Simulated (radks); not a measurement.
# Excited configurations of W⁺

Aim: excitation energies and quantum defects of the outer electron of W⁺, by total-energy differences.

Program: radks (a radial shooting solver on a logarithmic mesh, Libxc functionals) version 1. Level of theory: scalar-relativistic Kohn-Sham, PBE, spin-polarised, spherical densities, finite nucleus; open shells are filled with parallel spins first. These are calculated values, not measurements, unless marked.

### Step 1. Starting point

| Property | Result |
| --- | --- |
| element | tungsten (Z = 74) |
| charge | +1 |
| electrons | 73 |
| configuration | [Xe] 4f14 5d4 6s1 |
| nuclear rms radius | 5.3658 fm |

The outer shells:

W⁺
```
[Xe] core
4f [↑↓][↑↓][↑↓][↑↓][↑↓][↑↓][↑↓]
5d [↑ ][↑ ][↑ ][↑ ][  ]
6s [↑ ]
```

### Step 2. Ground configuration: [Xe] 4f14 5d4 6s1

Input:

```text
Z 74
configuration [Xe] 4f14 5d4 6s1
relativity scalar-relativistic
functional pbe,pbe
spin polarised
nucleus finite rms 5.3658 fm
c 137.035999084
```

### Step 3. The ion: [Xe] 4f14 5d4

Input:

```text
Z 74
configuration [Xe] 4f14 5d4
relativity scalar-relativistic
functional pbe,pbe
spin polarised
nucleus finite rms 5.3658 fm
c 137.035999084
```

### Step 4. Outer electron in 5f: [Xe] 4f14 5d4 5f1

Settings, as their differences from step 3:

```diff
@@ -1,3 +1,3 @@
 Z 74
-configuration [Xe] 4f14 5d4
+configuration [Xe] 4f14 5d4 5f1
 relativity scalar-relativistic
```

### Step 5. Outer electron in 6p: [Xe] 4f14 5d4 6p1

Input:

```text
Z 74
configuration [Xe] 4f14 5d4 6p1
relativity scalar-relativistic
functional pbe,pbe
spin polarised
nucleus finite rms 5.3658 fm
c 137.035999084
```

### Step 6. Outer electron in 6d: [Xe] 4f14 5d4 6d1

Input:

```text
Z 74
configuration [Xe] 4f14 5d4 6d1
relativity scalar-relativistic
functional pbe,pbe
spin polarised
nucleus finite rms 5.3658 fm
c 137.035999084
```

### Step 7. Outer electron in 6f: [Xe] 4f14 5d4 6f1

Input:

```text
Z 74
configuration [Xe] 4f14 5d4 6f1
relativity scalar-relativistic
functional pbe,pbe
spin polarised
nucleus finite rms 5.3658 fm
c 137.035999084
```

### Step 8. Outer electron in 7s: [Xe] 4f14 5d4 7s1

Input:

```text
Z 74
configuration [Xe] 4f14 5d4 7s1
relativity scalar-relativistic
functional pbe,pbe
spin polarised
nucleus finite rms 5.3658 fm
c 137.035999084
```

### Step 9. Outer electron in 7p: [Xe] 4f14 5d4 7p1

Input:

```text
Z 74
configuration [Xe] 4f14 5d4 7p1
relativity scalar-relativistic
functional pbe,pbe
spin polarised
nucleus finite rms 5.3658 fm
c 137.035999084
```

### Step 10. Outer electron in 7d: [Xe] 4f14 5d4 7d1

Input:

```text
Z 74
configuration [Xe] 4f14 5d4 7d1
relativity scalar-relativistic
functional pbe,pbe
spin polarised
nucleus finite rms 5.3658 fm
c 137.035999084
```

### Step 11. Outer electron in 7f: [Xe] 4f14 5d4 7f1

Input:

```text
Z 74
configuration [Xe] 4f14 5d4 7f1
relativity scalar-relativistic
functional pbe,pbe
spin polarised
nucleus finite rms 5.3658 fm
c 137.035999084
```

What does the calculation give? Wanted: for each run, outer orbital; excitation; binding; n*; quantum defect; <r>.

The runs gave:

```
outer orbital  excitation (eV)  binding (eV)     n*  quantum defect  <r> (bohr)
           5f           12.768         3.717  3.826           1.174       8.156
           6p            5.765        10.720  2.253           3.747       3.751
           6d           10.980         5.506  3.144           2.856       6.370
           6f           13.914         2.571  4.601           1.399       13.76
           7s            9.798         6.687  2.853           4.147       6.482
           7p           11.300         5.185  3.240           3.760       7.938
           7d           13.125         3.360  4.024           2.976       11.56
           7f           14.646         1.839  5.440           1.560       20.76
```

Binding is E(ion) − E, and n* = 2/√(2·binding) in atomic units. The Δ-SCF energy to the ion that was run is 16.485 eV (NIST's first ionisation energy, to the ion's ground state: 16.4 eV, semi-empirical). Mean quantum defects: f 1.38, p 3.75, d 2.92, s 4.15. They fall with l, since high-l orbitals stay out of the core. Self-interaction in the functional shifts them, so they are the method's values and not measured ones. Open shells are spherical and high-spin; term and fine-structure splittings are not resolved. Spin-orbit splitting is averaged out at the scalar-relativistic level.
